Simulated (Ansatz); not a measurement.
# C2H4BrNO: a ladder of functionals and wavefunction methods

One table from this session's results is given with a row withheld; the runs are named, their logs left out.

Computed with Ansatz 0.2.0, Gaussian basis. Level: functionals in def2-TZVPP, the program's frozen cores in correlated methods.

The runs, in order: LDA (SPW92), PBE-D4, revPBE-D4, BLYP-D4, r2SCAN-D4, B97M-V, PBE0-D4, B3LYP-D4, r2SCANh-D4, r2SCAN0-D4, HSE06-D4, BHLYP-D4, CAM-B3LYP-D4, LC-ωPBE, ωB97X-V, ωB97M-V, B2PLYP, PBE-QIDH; CCSD(T)/def2-SVP; CCSD(T)/def2-TZVPP; MP2/def2-QZVPP; extrapolation to the limit; RPA on PBE.

### The geometry

An earlier PBE0-D4 in a triple-zeta def2 set relaxation fixed the geometry.

SMILES `C/N=C(/O)Br`, 9 atoms, charge 0, spin multiplicity 1.

Atoms are counted from 1 here; the program's logs count them from 0.

Bond lengths: C1–N2 1.438 Å, C1–H6 1.095 Å, C1–H7 1.089 Å, C1–H8 1.095 Å, N2–C3 1.242 Å, C3–O4 1.333 Å, C3–Br5 1.913 Å, O4–H9 0.969 Å. Angles: N2–C1–H6 111.4°, N2–C1–H7 109.1°, N2–C1–H8 111.4°, H6–C1–H7 108.5°, H6–C1–H8 107.8°, H7–C1–H8 108.5°, C1–N2–C3 122.7°, N2–C3–O4 124.5°, N2–C3–Br5 126.1°, O4–C3–Br5 109.4°, C3–O4–H9 105.9°.

Set-up of the first run:

in.yaml

```yaml
crystal:
  periodic: [false, false, false]
  atoms:
    - {symbol: C, position_ang: [0.862529, 0.553591, 0.877572]}
    - {symbol: N, position_ang: [0.175879, -0.537011, 0.238969]}
    - {symbol: C, position_ang: [-0.642005, -0.369578, -0.680933]}
    - {symbol: O, position_ang: [-1.296850, -1.354076, -1.296276]}
    - {symbol: Br, position_ang: [-1.161728, 1.309281, -1.435786]}
    - {symbol: H, position_ang: [1.464150, 1.121936, 0.161189]}
    - {symbol: H, position_ang: [1.524048, 0.156272, 1.646563]}
    - {symbol: H, position_ang: [0.159363, 1.247684, 1.348723]}
    - {symbol: H, position_ang: [-0.996887, -2.174200, -0.877022]}
basis:
  gaussian: {orbitals: def2-TZVPP}
hamiltonian: {xc: lda}
output: {orbitals: {seedname: orbitals}}
```

Started as:

```console
$ ansatz run in.yaml --threads 4 --pin off --events-out ev --progress --plain --max-ram 10444MiB
```

Among the steps run: LDA; PBE-D4 (GGA); revPBE-D4 (GGA); BLYP-D4 (GGA); r2SCAN-D4 (meta-GGA); B97M-V (meta-GGA); PBE0-D4 (hybrid); B3LYP-D4 (hybrid); r2SCANh-D4 (hybrid); r2SCAN0-D4 (hybrid); HSE06-D4 (hybrid); BHLYP-D4 (hybrid); CAM-B3LYP-D4 (range-separated); LC-ωPBE (range-separated); ωB97X-V (range-separated); ωB97M-V (range-separated); B2PLYP (double hybrid); PBE-QIDH (double hybrid).

One table of the session follows, with a row left open; its other results are not shown here.

It belongs to the step «Orbital energies across the functionals». 

```
  functional  HOMO (eV)  gap (eV)
 LDA (SPW92)      -6.72      5.41
      PBE-D4      -6.56      5.46
   revPBE-D4      -6.49      5.48
     BLYP-D4      -6.43      5.37
   r2SCAN-D4      -6.87      6.05
      B97M-V      -6.92      6.16
     PBE0-D4      -7.91      7.79
    B3LYP-D4      -7.68      7.24
  r2SCANh-D4      -7.36      6.89
  r2SCAN0-D4      -8.09      8.15
    HSE06-D4      -7.51      7.01
    BHLYP-D4      -9.08      9.92
CAM-B3LYP-D4      -9.27     10.16
     LC-ωPBE     -10.62     12.82
     ωB97X-V     -10.25     12.30
     ωB97M-V          ?         ?
```

Q: Estimate the row for ωB97M-V from the others.

**Answer.** HOMO (eV): -10.14; gap (eV): 11.96. In the column «HOMO (eV)» it lies between ωB97X-V (-10.25) and CAM-B3LYP-D4 (-9.27).
